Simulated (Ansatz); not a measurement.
Crystal: HPbNO4.

```
H Pb N O
1.0
     4.27531   -0.00040    0.00636
    -2.08399    5.20775   -0.04907
    -2.12377   -1.86574    4.91491
H Pb N O
1 1 1 4
Direct
  0.99073 0.03330 0.90994
  0.50274 0.81989 0.14287
  0.00838 0.47408 0.50265
  0.99816 0.92741 0.02877
  0.19467 0.73435 0.60852
  0.81673 0.35882 0.24556
  0.01381 0.33121 0.65217
```

The cell was built by a generator and needn't be a form met in nature.

Program: Ansatz 0.2.0. Alike in all runs: task band structure; potentials or basis Ansatz PAW; cell as given; smearing fermi-dirac 0.05 eV.

Order these runs on this cell by their pressure, lowest first.
A. level revPBE; spin off; k mesh 8 × 6 × 6; cutoff (eV) 420
B. level r2SCAN; spin SOC, no magnetisation; k mesh 6 × 4 × 4; cutoff (eV) 500
C. level LDA; spin off; k mesh 8 × 6 × 6; cutoff (eV) 420
D. level PBE; spin off; k mesh 8 × 6 × 6; cutoff (eV) 420

C (-5.5 GPa), B (-3.1 GPa), D (0.0 GPa), A (1.9 GPa).

Caveats: the PAW data sets come from PBE, with cores solved anew for the run's functional, which leaves a small shift of forces and pressure (some runs); the potentials were made for another functional, which shifts forces and pressure (some runs).

Not every run made on this cell is shown here.
